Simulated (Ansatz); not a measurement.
# Re2P3: the cost of one run

Program: Ansatz 0.2.0. Level of theory: DFT PBE+D3(BJ), scalar-relativistic, plane waves, PAW. These are calculated values, not measurements.

## 1. The structure to begin with

The structure is trigonal, space group P-3m1 (No. 164). The conventional cell has a = 3.384 Å, b = 3.384 Å, c = 8.297 Å, α = 90.00°, β = 90.00°, γ = 120.00°. Re (site symmetry 3m) is surrounded by 6 P at 2.40 Å. P (site symmetry 3m) is surrounded by 3 Re at 2.40 Å. P (site symmetry -3m) has 6 Re at 2.40 Å in its first shell of neighbours.

Structure file:

```
Re P
1.0
     3.38400    0.00000    0.00000
    -1.69200    2.93063    0.00000
     0.00000    0.00000    8.29672
Re P
2 3
Direct
  0.33333 0.66667 0.83200
  0.66667 0.33333 0.16800
  0.66667 0.33333 0.66400
  0.00000 0.00000 0.00000
  0.33333 0.66667 0.33600
```

The cell is invented: close-packed anion layers stacked ABC|A, with sites between them filled layer by layer (P-3m1, No. 164). The dimensions are guesses.

## 2. The guess as it stands, on a coarse mesh

input.yaml reads:

```yaml
crystal:
  lattice:
    - [3.384, 0.0, 0.0]
    - [-1.692, 2.93062997, 0.0]
    - [0.0, 0.0, 8.29672021]
  atoms:
    - { symbol: Re, position: [0.33333333, 0.66666667, 0.83199857] }
    - { symbol: Re, position: [0.66666667, 0.33333333, 0.16800143] }
    - { symbol: P, position: [0.66666667, 0.33333333, 0.66399715] }
    - { symbol: P, position: [0.0, 0.0, 0.0] }
    - { symbol: P, position: [0.33333333, 0.66666667, 0.33600285] }
basis:
  ecutwfc: 420
kpoints:
  mp_grid: { grid: [6, 6, 2] }
hamiltonian:
  xc: pbe
  dispersion: d3bj
scf:
  occupations: { method: gaussian, width: 0.1 }
  lower_state_search: "off"
output:
  forces: true
  stress: true
  eigenvalues: true
```

On the command line:

```
$ ansatz run input.yaml --threads 1 --pin off --max-ram 2560MiB --backend cpu --events-out ev --progress --plain --runs-dir out
```

Q: Estimate wall time and peak memory on 1 thread of Intel Xeon at 2.50GHz (Skylake/Cascade Lake), shared host.

About 4.2 s, with a peak of 0.37 GiB.
